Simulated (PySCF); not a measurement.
# IH₄⁺: singlet, from a PBE0 minimum start

The task is one start of a wider search on IH₄⁺: the singlet, from a PBE0 minimum start. It is relaxed, tested by its Hessian and followed downhill if it is a saddle.

Program: PySCF 2.14.0. Level of theory: PBE0, basis I def2-TZVP with ECP28, H def2-TZVP, scalar-relativistic core potentials, no spin–orbit coupling, density fitting. These are calculated values, not measurements.

## 1. The system as given

5 atoms, charge 1, spin multiplicity 1.

Bond lengths: I1–H2 1.695 Å, I1–H3 1.695 Å, I1–H4 1.695 Å, I1–H5 1.695 Å. Angles: H2–I1–H3 142.8°, H2–I1–H4 84.2°, H2–I1–H5 84.2°, H3–I1–H4 84.2°, H3–I1–H5 84.2°, H4–I1–H5 142.8°.

```xyz
5
charge 1 multiplicity 1
I     0.0000    0.0000   -0.0174
H     0.0000    1.6065    0.5235
H     0.0000   -1.6065    0.5235
H     1.6065    0.0000    0.5235
H    -1.6065    0.0000    0.5235
```

## 2. Finding the electronic state

One driver script runs all steps and calls PySCF; scf.py shows how it sets up the SCF of each step. The optimiser is the driver's own. After this first run the driver tries any further starts and a stability analysis.

File scf.py:

```python
from pyscf import gto, scf, dft
mol = gto.M(atom='''
I     -0.000000    -0.000000    -0.017404
H      0.000000     1.606536     0.523494
H     -0.000000    -1.606536     0.523494
H      1.606536    -0.000000     0.523494
H     -1.606536     0.000000     0.523494''',
    basis={'I': 'def2-TZVP', 'H': 'def2-TZVP'},
    ecp={'I': 'def2-TZVP'},
    charge=1, spin=0)
mf = dft.RKS(mol, xc='PBE0')
mf.grids.atom_grid = (50, 194)
aux = {'I': 'def2-universal-JKFIT', 'H': 'def2-universal-JKFIT'}
mf = mf.density_fit(auxbasis=aux)
mf.conv_tol = 1e-08
mf.diis_space = 10
mf.max_cycle = 60
mf.init_guess = 'minao'
mf.verbose = 4
mf.kernel()
```

Run with:

```bash
$ OMP_NUM_THREADS=2 python axn.py task.json out
```

The runs that follow: PBE0 minimum start, singlet: relaxation; Is it a minimum? Harmonic modes.

Q: Predict the outcome of this session. Wanted: minimum; geometry; wavenumbers; dipole moment; highest occupied, lowest empty level; polar-tensor charge of I1; zero-point energy.

The runs gave:

```
                            quantity                                                                    value
                             minimum                                                             singlet, C4v
                            geometry                    I–H 1.695 Å (×4); H–I–H 84.2° (×4), H–I–H 142.8° (×2)
                  wavenumbers (cm⁻¹)  537 (b1), 771 (a1), 1171 (e), 1348 (b2), 1876 (e), 1917 (b1), 1989 (a1)
      dipole moment (centre of mass)                                                                   0.70 D
highest occupied, lowest empty level                                                         -13.85, -8.31 eV
           polar-tensor charge of I1                                                                  +1.26 e
                   zero-point energy                                                              75.7 kJ/mol
                 entropy at 298.15 K                                                          235.6 J/(mol K)
```

**Reading.** The PBE0 minimum start keeps its C4v symmetry and ends in a minimum. In the infrared the band at 1171 cm⁻¹ (e, bend) leads. Only this shape and spin were tried, so other structures or states may lie lower. Spin–orbit coupling is left out.
